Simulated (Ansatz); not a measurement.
# BiPbBrO2: the cost of one run

Program: Ansatz 0.2.0. Level of theory: DFT PBEsol, scalar-relativistic, plane waves, PAW. These are calculated values, not measurements.

1 further run of the same task is left out (set aside as unsound or not needed).

## (1) Starting point

The structure is tetragonal, space group I4mm (No. 107). Conventional cell: a = 3.953 Å, b = 3.953 Å, c = 12.846 Å, α = 90.00°, β = 90.00°, γ = 90.00°. Bi (site symmetry 4mm) has 4 O at 2.26 Å as nearest neighbours. Around Pb (site symmetry 4mm) lie 4 O at 2.39 Å. Br (site symmetry 4mm) is surrounded by 4 Bi at 3.38 Å and 4 Pb at 3.49 Å. Around O (site symmetry 2mm) lie 2 Bi at 2.26 Å and 2 Pb at 2.39 Å.

As a file:

```cif
data_structure
_symmetry_space_group_name_H-M 'I4mm'
_symmetry_Int_Tables_number 107
_cell_length_a 3.9528
_cell_length_b 3.9528
_cell_length_c 12.8457
_cell_angle_alpha 90.000
_cell_angle_beta 90.000
_cell_angle_gamma 90.000
_cell_volume 200.71
loop_
_atom_site_label
_atom_site_type_symbol
_atom_site_symmetry_multiplicity
_atom_site_Wyckoff_symbol
_atom_site_fract_x
_atom_site_fract_y
_atom_site_fract_z
_atom_site_occupancy
Bi1 Bi 2 a 0.00000 0.00000 0.34302 1
Pb1 Pb 2 a 0.50000 0.50000 0.15271 1
Br1 Br 2 a 0.50000 0.50000 0.49041 1
O1 O 4 b 0.00000 0.50000 0.25693 1
```

It goes back to an entry of the Materials Project, which need not be the stable form.

This cell was relaxed beforehand with the same method: volume 20.07 Å³/atom, gap on the mesh 1.66 eV.

## (2) Static run: bands, density of states and charges

The input, input.yaml:

```yaml
crystal:
  lattice:
    - [-1.9764179027, 1.9764179027, 6.4228457898]
    - [1.9764179027, -1.9764179027, 6.4228457898]
    - [1.9764179027, 1.9764179027, -6.4228457898]
  atoms:
    - { symbol: Bi, position: [0.3430200463, 0.3430200463, 0.0] }
    - { symbol: Pb, position: [0.6527117705, 0.6527117705, 0.0] }
    - { symbol: Br, position: [0.9904134, 0.9904134, 0.0] }
    - { symbol: O, position: [0.7569268916, 0.2569268916, 0.5] }
    - { symbol: O, position: [0.2569268916, 0.7569268916, 0.5] }
basis:
  ecutwfc: 420
kpoints:
  mp_grid: { grid: [10, 10, 10] }
  band_path:
    path:
      - [[0.0, 0.0, 0.0], [0.0, 0.0, 0.5], [0.25, 0.25, 0.25], [0.0, 0.5, 0.0], [0.0, 0.0, 0.0], [0.5, 0.5, -0.5], [0.27367242, 0.72632758, -0.27367242]]
      - [[-0.27367242, 0.27367242, 0.27367242], [0.0, 0.0, 0.0]]
      - [[0.0, 0.0, 0.5], [-0.04734483, 0.04734483, 0.5]]
      - [[0.5, 0.5, -0.04734483], [0.5, 0.5, -0.5]]
    npoints: 14
hamiltonian:
  xc: pbesol
scf:
  occupations: { method: gaussian, width: 0.02 }
  n_extra_bands: 12
output:
  forces: true
  stress: true
  eigenvalues: true
  populations: true
  dos: { projected: true, de: 0.02, nscf_kmesh: { grid: [15, 15, 15] } }
  bader: true
  write_density: true
  write_potential: true
  elf: true
  volumetric_format: npy
```

Started as:

```sh
$ ansatz run input.yaml --threads 4 --pin off --max-ram 10240MiB --backend cpu --events-out ev --progress --plain --runs-dir out
```

What time and memory should one allow on 4 threads of Intel Xeon Platinum 8375C at 2.90GHz (Ice Lake), shared host?

About 39 s, with a peak of 0.94 GiB.
